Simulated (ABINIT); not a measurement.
Crystal: InSnTe2.

```
CELL_PARAMETERS angstrom
2.23243 1.28889 7.22834
-2.23243 1.28889 7.22834
0.00000 -2.57779 7.22834
ATOMIC_POSITIONS crystal
Te 0.25088 0.25088 0.25088
Te 0.74912 0.74912 0.74912
Sn 0.50000 0.50000 0.50000
In 0.00000 0.00000 0.00000
```

The cell comes from a database or a generator and needn't be the stable form of this composition.

| Item | Value |
| --- | --- |
| Program | ABINIT 10.8.3 (patched build) |
| Task | relaxation of cell and atoms |
| Functional | PBEsol |
| Potentials or basis | JTH PAW PBE v2.0 |
| Cutoff | 599 eV |
| k mesh | 5 × 5 × 5 |
| Occupations | fermi-dirac, width 0.05 eV |
| Spin | no spin polarisation |

At the start: pressure -1.6 GPa; volume 31.20 Å³/atom.

Question: Where does the relaxation end?

Answer: Over 9 steps the energy falls by 6.5 meV/atom and the volume is 30.05 Å³/atom (-3.7 %); space group R-3m (No. 166, to 0.05 Å).

Step by step:
| step | energy change (eV) | largest force (eV/Å) | pressure (GPa) | volume (Å³) |
| --- | --- | --- | --- | --- |
| 1 | 0.0000 | 0.0072 | -1.62 | 124.79 |
| 2 | -0.0060 | 0.0028 | -1.42 | 124.17 |
| 3 | -0.0245 | 0.0260 | 0.12 | 119.92 |
| 4 | -0.0246 | 0.0233 | 0.02 | 120.19 |
| 5 | -0.0247 | 0.0211 | -0.02 | 120.28 |
| 6 | -0.0253 | 0.0093 | -0.13 | 120.54 |
| 7 | -0.0257 | 0.0018 | -0.14 | 120.55 |
| 8 | -0.0259 | 0.0084 | -0.06 | 120.35 |
| 9 | -0.0260 | 0.0079 | -0.01 | 120.21 |

Final structure:
```cif
data_structure
_symmetry_space_group_name_H-M 'P 1'
_symmetry_Int_Tables_number 1
_cell_length_a 7.6515
_cell_length_b 7.6515
_cell_length_c 7.6515
_cell_angle_alpha 33.298
_cell_angle_beta 33.298
_cell_angle_gamma 33.298
_cell_volume 120.21
loop_
_atom_site_label
_atom_site_type_symbol
_atom_site_fract_x
_atom_site_fract_y
_atom_site_fract_z
_atom_site_occupancy
Te1 Te 0.25126 0.25126 0.25126 1
Te2 Te 0.74874 0.74874 0.74874 1
Sn1 Sn 0.50000 0.50000 0.50000 1
In1 In 0.00000 0.00000 0.00000 1
```

Caveat: the PAW data sets were made with another functional, which shifts forces and pressure a little.
